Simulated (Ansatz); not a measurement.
**ScCd2P2: a short molecular-dynamics run**

What does ScCd2P2 do over 40 steps of 1 fs at constant energy, with velocities drawn for 2000 K? The cell is a randomly packed cell of 5 atoms, taken as it stands, without a relaxation.

All numbers below are computed with Ansatz 0.2.0 (DFT PBE+U, plane waves, PAW, scalar-relativistic, no spin polarisation).

## Step 1: The starting structure

The cell holds 5 atoms (Cd2P2Sc): a = 5.890 Å, b = 5.010 Å, c = 4.782 Å, α = 97.24°, β = 69.63°, γ = 69.31°.

As a file:

```cif
data_structure
_symmetry_space_group_name_H-M 'P 1'
_symmetry_Int_Tables_number 1
_cell_length_a 5.8898
_cell_length_b 5.0104
_cell_length_c 4.7820
_cell_angle_alpha 97.242
_cell_angle_beta 69.634
_cell_angle_gamma 69.309
_cell_volume 118.67
loop_
_atom_site_label
_atom_site_type_symbol
_atom_site_fract_x
_atom_site_fract_y
_atom_site_fract_z
_atom_site_occupancy
Cd1 Cd 0.52662 0.51488 0.07024 1
Cd2 Cd 0.88854 0.29673 0.38604 1
P1 P 0.05591 0.81448 0.60388 1
P2 P 0.99779 0.71541 0.11446 1
Sc1 Sc 0.44376 0.00597 0.70747 1
```

## Step 2: The run

Input file input.yaml:

```yaml
crystal:
  lattice:
    - [5.729913, 1.21593, 0.616138]
    - [0.862502, 4.881175, -0.730763]
    - [1.245878, -0.148083, 4.614438]
  atoms:
    - { symbol: Cd, position: [0.526619, 0.514883, 0.070235] }
    - { symbol: Cd, position: [0.888541, 0.296734, 0.386038] }
    - { symbol: P, position: [0.055914, 0.81448, 0.603884] }
    - { symbol: P, position: [0.997795, 0.715412, 0.114465] }
    - { symbol: Sc, position: [0.443759, 0.005968, 0.707472] }
kpoints:
  mp_grid: { grid: [3, 3, 4] }
magnetization:
  spin_polarized: false
scf:
  occupations: { method: gaussian, width: 0.1 }
  initial_density: { chi_scale: 0.1 }
hamiltonian:
  pseudopotentials: { kind: paw }
  xc: pbe
  hubbard: { sites: [{ species: Sc, l: d, u_eff: 6.0 }], double_counting: fll }
basis:
  ecutwfc: 420
md:
  timestep: 1.0
  n_steps: 40
  ensemble: nve
  temperature: 2000.0
  initial_velocities: maxwell_boltzmann
  seed: 836557
```

On the command line:

```
$ ansatz run input.yaml --threads 2 --pin off --max-ram 2560MiB --backend cpu --events-out ev --progress --plain --runs-dir out
```

What does the calculation give? Wanted: temperature, first and last step; temperature, second half; potential energy, second half; largest change of the total energy; mean square displacement, second half.

**Answer**, as computed:

| quantity | value |
| --- | --- |
| length | 40 steps of 1 fs |
| temperature, first and last step | 2000 and 844 K |
| temperature, second half | mean 1237 K, from 844 to 1755 K |
| potential energy, second half | +79 meV/atom from the start |
| largest change of the total energy | 0.05 meV/atom |
| mean square displacement, second half | P 0.187, Sc 0.052, Cd 0.007 Å² |

**Reading.** The temperature starts at 2000 K and averages 1237 K in the second half, where it still falls, from 1755 to 844 K. The total energy strays from its start by at most 0.05 meV/atom, under 0.1 % of the mean kinetic energy, which is good for a step of 1 fs. Over the second half P atoms stand 0.4 Å (root mean square) from where they began, and the farthest move is 0.5 Å. Settings off the usual here: hamiltonian.hubbard, scf.initial_density.chi_scale. 40 fs on 5 atoms is far too short and small for converged averages. The k-mesh is coarse.
